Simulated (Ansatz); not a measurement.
# NaF: bands on a fine mesh, and optics

What do the bands imply for light and for carriers? Levels are solved on a fine mesh after the ground state. Runs: Ansatz LAPW in place of Elk (LAPW).

Program: Ansatz 0.2.0. Level of theory: DFT LDA, all-electron LAPW, scalar-relativistic unless said. These are calculated values, not measurements.

**1. The starting structure**

Symmetry: Fm-3m, No. 225, cubic system. The conventional cell has a = 4.640 Å, b = 4.640 Å, c = 4.640 Å, α = 90.00°, β = 90.00°, γ = 90.00°. Na (site symmetry m-3m) is surrounded by 6 F at 2.32 Å. F (site symmetry m-3m) is surrounded by 6 Na at 2.32 Å.

As a file:

```
CELL_PARAMETERS angstrom
0.00000 2.32000 2.32000
2.32000 0.00000 2.32000
2.32000 2.32000 0.00000
ATOMIC_POSITIONS crystal
Na 0.00000 0.00000 0.00000
F 0.50000 0.50000 0.50000
```

Cartesian axes are those of the input's lattice vectors. The structure goes back to a database entry.

**2. Ansatz LAPW in place of Elk, fine mesh, LAPW**

File input.yaml:

```yaml
crystal:
  lattice:
    - [0.0, 2.32, 2.32]
    - [2.32, 0.0, 2.32]
    - [2.32, 2.32, 0.0]
  atoms:
    - { symbol: Na, position: [0.0, 0.0, 0.0] }
    - { symbol: F, position: [0.5, 0.5, 0.5] }
kpoints:
  mp_grid: { grid: [8, 8, 8] }
scf:
  occupations: { method: fixed }
hamiltonian:
  xc: lda
  pseudopotentials: { kind: all_electron, lapw: { basis_error: 0.001 } }
output:
  forces: true
  stress: true
  eigenvalues: true
  eigenstates:
    nscf_kmesh: { grid: [16, 16, 16] }
    de_dk: true
    e_range: [-9, 15.94614]
  optics:
    e_range: [0, 25]
    de: 0.2
    sigma: 0.15
    bands: { spectra_wanted_up_to: 25 }
    nscf_kmesh: { grid: [16, 16, 16] }
checkpoint:
  write: ck
  write_wavefunctions: false
```

Command:

```bash
> ansatz run input.yaml --threads 1 --pin off --max-ram 3072MiB --backend cpu --events-out ev --progress --plain --runs-dir out
```

Output:

```text
LAPW: plane waves up to 8.285 Å⁻¹, error target 1.0e-3 eV per atom; small_component_spin mean_spin; F in spheres of 1.158 Å, 7 of its electrons in bands, Dirac shells []; Na in spheres of 1.162 Å, 9 of its electrons in bands, Dirac shells [] (how accurate: hamiltonian.pseudopotentials.lapw.basis_error, Limitations)
Engine: ansatz 0.2.0
Pseudopotentials: kind: all_electron
Pseudopotential: Na, LAPW, valence charge 9, lapw/all_electron/scalar/gaussian/Na, Koelling and Harmon's equation, gaussian nucleus
Pseudopotential: F, LAPW, valence charge 7, lapw/all_electron/scalar/gaussian/F, Koelling and Harmon's equation, gaussian nucleus
Functional definition: SPW92
  exchange = slater_x
  correlation = pw_c
davidson cushion auto → on  (no smearing: the cushion is to keep the highest requested band from converging to the state above it; pin scf.eigensolver.cushion to override)
Crystal: 2 atoms, lattice volume = 24.974 Å³
Basis set: ecut = 261.5298174003964 eV, 259 PW (Γ), exchange–correlation at level 2
Bands: 12, of which v1, the nominal top of the filled ones, is band 8 counted from 1 (7 counted from 0)
Symmetry: 48 space group operations
Space group: Fm-3m (ITA 225), of the structure as read, at distance tolerance 2.9e-5 Å
k-points: 29 of 512
Non-local potential: Na, projectors of the file, none
Non-local potential: F, projectors of the file, none
Initial density: superposition of atomic densities (chi_scale 0.1, normalization cell, long waves kept (reshape's long-wave potential 0.00 eV rms))
Initial wavefunctions: plane waves of lowest kinetic energy (no species holds an atomic orbital)
Functional: x = slater, c = lda
iter 1 solved again at ethr=4.67e-3 eV; its pass at ethr=1.00e-1 eV (dr2=7.47e-1 eV) is discarded
SCF iter   1: F=—  HF=-7108.093091 eV  |F-HF|=—  |Δ(HF+E_count)|=         —  Δρ=4.86e-2  dr2=7.46e-1  ethr=4.67e-3  ⟨swp⟩=2.0  Hψ=2235  notcnv=0
preconditioner: auto → none  [insulator: Δε(μ)=8.122 eV  Ē_g=26.414 eV  n_scr=8 (ndim 8)  ℏωp=27.8 eV  f_vac=0.000  ε∞_Penn≈2.1]
iter 2 solved again at ethr=1.67e-5 eV; its pass at ethr=4.66e-3 eV (dr2=2.68e-3 eV) is discarded
SCF iter   2: F=—  HF=-7107.439625 eV  |F-HF|=—  |Δ(HF+E_count)|=   6.53e-1  Δρ=5.62e-3  dr2=2.67e-3  ethr=1.67e-5  ⟨swp⟩=3.2  Hψ=2027  notcnv=0
SCF iter   3: F=—  HF=-7107.258709 eV  |F-HF|=—  |Δ(HF+E_count)|=   1.81e-1  Δρ=1.03e-2  dr2=3.48e-2  ethr=1.67e-5  ⟨swp⟩=3.1  Hψ=1307  notcnv=0
SCF iter   4: F=—  HF=-7107.247509 eV  |F-HF|=—  |Δ(HF+E_count)|=   1.12e-2  Δρ=3.81e-4  dr2=1.09e-5  ethr=1.67e-5  ⟨swp⟩=3.0  Hψ=1245  notcnv=0
SCF iter   5: F=—  HF=-7107.247319 eV  |F-HF|=—  |Δ(HF+E_count)|=   1.90e-4  Δρ=1.06e-4  dr2=1.14e-6  ethr=6.79e-8  ⟨swp⟩=3.2  Hψ=1255  notcnv=0
SCF iter   6: F=—  HF=-7107.247320 eV  |F-HF|=—  |Δ(HF+E_count)|=   4.18e-7  Δρ=1.14e-4  dr2=4.16e-6  ethr=7.14e-9  ⟨swp⟩=3.9  Hψ=1290  notcnv=0
SCF iter   7: F=—  HF=-7107.247317 eV  |F-HF|=—  |Δ(HF+E_count)|=   2.64e-6  Δρ=3.67e-5  dr2=4.32e-7  ethr=7.14e-9  ⟨swp⟩=3.0  Hψ=1102  notcnv=0
SCF iter   8: F=—  HF=-7107.247317 eV  |F-HF|=—  |Δ(HF+E_count)|=   2.90e-7  Δρ=6.20e-6  dr2=1.23e-8  ethr=2.70e-9  ⟨swp⟩=2.0  Hψ=1044  notcnv=0
SCF iter   9: F=—  HF=-7107.247317 eV  |F-HF|=—  |Δ(HF+E_count)|=   8.57e-9  Δρ=5.38e-7  dr2=9.25e-11  ethr=7.70e-11  ⟨swp⟩=2.5  Hψ=1064  notcnv=0
SCF iter  10: F=-7107.247317 eV  HF=-7107.247317 eV  |F-HF|=9.09e-13  |Δ(HF+E_count)|=  1.12e-10  Δρ=2.37e-8  dr2=1.78e-13  ethr=1.00e-12  ⟨swp⟩=2.4  Hψ=1066  notcnv=0
SCF 1 converged in 10 iterations: F = -7107.247317 eV  dr2 = 1.78e-13
NSCF: frozen V_eff on 145 k-points
the basis was enlarged: its passes take 3.0 MiB over the memory plan, 1 of 1 planned eigensolver slots
NSCF: frozen V_eff on 145 k-points
SCF converged after 10 iterations
Free energy (F): -7107.247317 eV
Harris-Foulkes:  -7107.247317 eV  (|F-HF|=9.09e-13)
Internal energy: -7107.247317 eV  (E = F + TS)
E sigma→0 (E₀):  -7107.247317 eV
Fermi energy:    0.341969 eV
--- Per-component energies (eV) ---
  E_band       = -241.226258
  E_kinetic    = 7095.308048
  E_xc         = -639.933912
  E_electrostatic = -13562.621453  (all electrons and nuclei)
  E_smearing   = -0.000000  (= −TS)
  E_closure    = 0.000000  (closes the sum)
  E_atoms      = -7097.938389  (free atoms, spherical and without spin; not in F)
  Σ components = -7107.247317   (vs F -7107.247317, Δ=0.00e0)
  Basis errors (estimates in eV, not in F): energy 3.3e-4 per atom: plane waves 3.1e-4 (1.7e-4 summed), levels above the bands 0.0e0, relativity 2.9e-9, radial functions 1.8e-5, core shells 6.8e-9; eigenvalues (radial functions only) 3.5e-5; not estimated: angular momenta, meshes, grids; target (lapw.basis_error) 1.0e-3; muffin-tin radii F 1.158 Å, Na 1.162 Å
--- Forces (eV/Å), atoms counted from 1 ---
  atom   1  Na    -0.00000000     0.00000000     0.00000000
  atom   2  F      0.00000000     0.00000000     0.00000000
  max |Σ_I F_I| component: 1.00e-30 eV/Å
--- Stress (GPa, compression-positive) ---
       -4.439549       0.000000      -0.000000
        0.000000      -4.439549       0.000000
       -0.000000       0.000000      -4.439549
  P = ⅓ Tr σ = -4.4395 GPa (-44.395 kbar)
--- Band table (eV; the first three rows and the last of 29) ---
  k-point 0: bands = ["-45.9930", "-18.4456", "-18.4456", "-18.4456", "-18.4205", "0.3420", "0.3420", "0.3420", "6.2864", "18.8646", "18.8646", "18.8646"]
  k-point 1: bands = ["-45.9909", "-18.7471", "-18.4475", "-18.4475", "-18.0988", "0.0318", "0.3027", "0.3027", "6.8390", "17.1253", "19.1008", "19.1008"]
  k-point 2: bands = ["-45.9858", "-18.9989", "-18.4521", "-18.4521", "-17.7975", "-0.5917", "0.2093", "0.2093", "8.1560", "15.0435", "19.6194", "19.6194"]
  k-point 28: bands = ["-45.9741", "-18.8163", "-18.5470", "-18.5470", "-17.8097", "-0.5632", "-0.5632", "-0.2483", "13.1252", "13.1252", "15.1444", "16.8126"]
--- Fermi surface from the table of eigenstates not read: on its mesh, or on one of the eight of every second point, the electrons fill whole bands (an insulator's do; a metal wants a denser output.eigenstates.nscf_kmesh) ---
```

Wall time 47 s (1 thread of Arm Neoverse V1, shared host); peak memory 0.27 GiB.

Dielectric function (mesh 16×16×16, lines of 0.15 eV; smoothed further over energy, so single values depart from the program's file; independent particles, no excitons); n, R and the loss function are for light polarised along x:

```csv
E (eV),Re εxx,Im εxx,n,R,loss
1.0,1.93,0.00,1.39,0.026,0.000
2.0,1.95,0.00,1.40,0.027,0.000
3.0,1.99,0.00,1.41,0.029,0.000
4.0,2.05,0.00,1.43,0.032,0.000
5.0,2.18,0.00,1.48,0.037,0.000
6.0,2.51,0.19,1.58,0.052,0.031
7.0,2.37,0.62,1.55,0.053,0.103
8.0,2.20,0.75,1.50,0.050,0.138
9.0,2.10,0.84,1.48,0.049,0.164
10.0,2.03,0.96,1.46,0.052,0.190
11.0,1.69,1.12,1.36,0.052,0.272
12.0,1.66,0.79,1.32,0.035,0.234
13.0,2.26,1.30,1.56,0.073,0.191
14.0,0.83,1.45,1.12,0.088,0.520
15.0,1.04,0.87,1.09,0.036,0.472
16.0,1.10,0.88,1.12,0.036,0.444
17.0,1.10,0.77,1.11,0.029,0.425
18.0,1.24,0.78,1.16,0.029,0.362
19.0,1.12,1.18,1.17,0.057,0.445
20.0,0.42,1.05,0.88,0.095,0.822
21.0,0.65,0.47,0.85,0.028,0.725
22.0,0.76,0.45,0.91,0.019,0.575
23.0,0.86,0.44,0.95,0.015,0.477
24.0,0.78,0.38,0.91,0.014,0.507
25.0,0.88,0.32,0.95,0.008,0.366
```

On the fine mesh the gap is 5.944 eV and the least direct gap 5.944 eV.

**3. Ansatz LAPW in place of Elk, band extrema, LAPW**

File input.yaml:

```yaml
crystal:
  lattice:
    - [0.0, 2.32, 2.32]
    - [2.32, 0.0, 2.32]
    - [2.32, 2.32, 0.0]
  atoms:
    - { symbol: Na, position: [0.0, 0.0, 0.0] }
    - { symbol: F, position: [0.5, 0.5, 0.5] }
kpoints:
  mp_grid: { grid: [8, 8, 8] }
scf:
  occupations: { method: fixed }
hamiltonian:
  xc: lda
  pseudopotentials: { kind: all_electron, lapw: { basis_error: 0.001 } }
output:
  eigenstates:
    kpoints:
      - [0.0, 0.0, 0.0]
      - [0.0, 0.001846197, 0.001846197]
      - [0.0, 0.003692395, 0.003692395]
      - [0.0, 0.007384789, 0.007384789]
      - [0.001846197, 0.0, 0.001846197]
      - [0.003692395, 0.0, 0.003692395]
      - [0.007384789, 0.0, 0.007384789]
      - [0.001846197, 0.001846197, 0.0]
      - [0.003692395, 0.003692395, 0.0]
      - [0.007384789, 0.007384789, 0.0]
      - [0.001305459, 0.001305459, 0.002610917]
      - [0.002610917, 0.002610917, 0.005221835]
      - [0.005221835, 0.005221835, 0.010443669]
      - [0.002131805, 0.002131805, 0.002131805]
      - [0.00426361, 0.00426361, 0.00426361]
      - [0.00852722, 0.00852722, 0.00852722]
      - [-0.000753707, -0.000753707, 0.001507414]
      - [-0.001507414, -0.001507414, 0.003014828]
      - [-0.003014828, -0.003014828, 0.006029655]
      - [0.0, 0.0, 0.0]
      - [0.0, 0.001846197, 0.001846197]
      - [0.0, 0.003692395, 0.003692395]
      - [0.0, 0.007384789, 0.007384789]
      - [0.001846197, 0.0, 0.001846197]
      - [0.003692395, 0.0, 0.003692395]
      - [0.007384789, 0.0, 0.007384789]
      - [0.001846197, 0.001846197, 0.0]
      - [0.003692395, 0.003692395, 0.0]
      - [0.007384789, 0.007384789, 0.0]
      - [0.001305459, 0.001305459, 0.002610917]
      - [0.002610917, 0.002610917, 0.005221835]
      - [0.005221835, 0.005221835, 0.010443669]
      - [0.002131805, 0.002131805, 0.002131805]
      - [0.00426361, 0.00426361, 0.00426361]
      - [0.00852722, 0.00852722, 0.00852722]
      - [-0.000753707, -0.000753707, 0.001507414]
      - [-0.001507414, -0.001507414, 0.003014828]
      - [-0.003014828, -0.003014828, 0.006029655]
    de_dk: true
    e_range: [-3, 8.944452321789]
checkpoint:
  read: ck
  post_process_only: true
```

Command:

```bash
> ansatz run input.yaml --threads 1 --pin off --max-ram 3072MiB --backend cpu --events-out ev --progress --plain --runs-dir out
```

Output, shortened:

```text
LAPW: plane waves up to 8.285 Å⁻¹, error target 1.0e-3 eV per atom; small_component_spin mean_spin; F in spheres of 1.158 Å, 7 of its electrons in bands, Dirac shells []; Na in spheres of 1.162 Å, 9 of its electrons in bands, Dirac shells [] (how accurate: [...]
[... 4 set-up lines as earlier in the session ...]
[...]
Crystal: 2 atoms, lattice volume = 24.974 Å³
Basis set: ecut = 261.5298174003964 eV, 259 PW (Γ), exchange–correlation at level 2
Bands: 12, of which v1, the nominal top of the filled ones, is band 8 counted from 1 (7 counted from 0)
[... 2 set-up lines as earlier in the session ...]
k-points: 29 of 512
[...]
Stability of the state it starts from, as read at its close in the unpolarized treatment: not read negative (Ritz values of 1 − χ₀K, real part plus size of imaginary part, from 0.93 to 0.99, by its mixing steps under the symmetry group of the SCF that read it)
[...]
NSCF: frozen V_eff on 29 k-points
SCF 1: post-processed at a frozen density
NSCF: frozen V_eff on 38 k-points
post-processed at a frozen density (a non-self-consistent diagonalisation pass)
Frozen density: held to its close (this run's Kohn–Sham map moves it by 0.943 times the closing residual that it is held to, a close tighter than 2.5e-8 e/Å³ being held as that figure; up to 4 times is held)
Free energy (F): -7107.247317 eV
[...]
E sigma→0 (E₀):  -7107.247317 eV
Fermi energy:    0.341969 eV
[...]
--- Band table (eV; the first three rows and the last of 29) ---
  k-point 0: bands = ["-45.9930", "-18.4456", "-18.4456", "-18.4456", "-18.4205", "0.3420", "0.3420", "0.3420", "6.2864", "18.8646", "18.8646", "18.8646"]
[...]
```

It took 3.6 s on 1 thread of Arm Neoverse V1, shared host; peak memory 0.22 GiB.

Band extrema and masses (electron masses, negative for holes; branches count from the edge):

```csv
side,k,valleys,level (eV),direction,branch,mass
conduction,Γ,1,5.944,100,1,0.551
conduction,Γ,1,5.944,010,1,0.551
conduction,Γ,1,5.944,001,1,0.551
conduction,Γ,1,5.944,110,1,0.551
conduction,Γ,1,5.944,111,1,0.551
valence,Γ,1,0.000,100,1,-6.064
valence,Γ,1,0.000,100,2,-6.064
valence,Γ,1,0.000,100,3,-1.009
valence,Γ,1,0.000,010,1,-6.064
valence,Γ,1,0.000,010,2,-6.064
valence,Γ,1,0.000,010,3,-1.009
valence,Γ,1,0.000,001,1,-6.064
valence,Γ,1,0.000,001,2,-6.064
valence,Γ,1,0.000,001,3,-1.009
valence,Γ,1,0.000,110,1,-9.294
valence,Γ,1,0.000,110,2,-6.064
valence,Γ,1,0.000,110,3,-0.954
valence,Γ,1,0.000,111,1,-7.893
valence,Γ,1,0.000,111,2,-7.893
valence,Γ,1,0.000,111,3,-0.936
```

**4. All runs together**

| run | mesh | gap (eV) | direct gap (eV) | ε∞ (xx) |
| --- | --- | --- | --- | --- |
| Ansatz LAPW in place of Elk, LAPW | 16×16×16 | 5.944 | 5.944 | 1.92 |

**5. Summary of results**

| quantity | value |
| --- | --- |
| gap (LAPW) | 5.94 eV |
| least direct gap | 5.94 eV |
| ε∞ (xx, yy, zz) | 1.92, 1.92, 1.92 |
| strongest local maximum of Im εxx | 13.4 eV |
| peak of the loss function along x | 20.4 eV |

The gap is 5.94 eV, direct. It is a Kohn-Sham gap, and the spectra are not shifted. The spectra hold no excitons and no local fields. Cautions: semilocal gaps are low, and what follows the gap (onsets, screening, light masses) shifts with it.
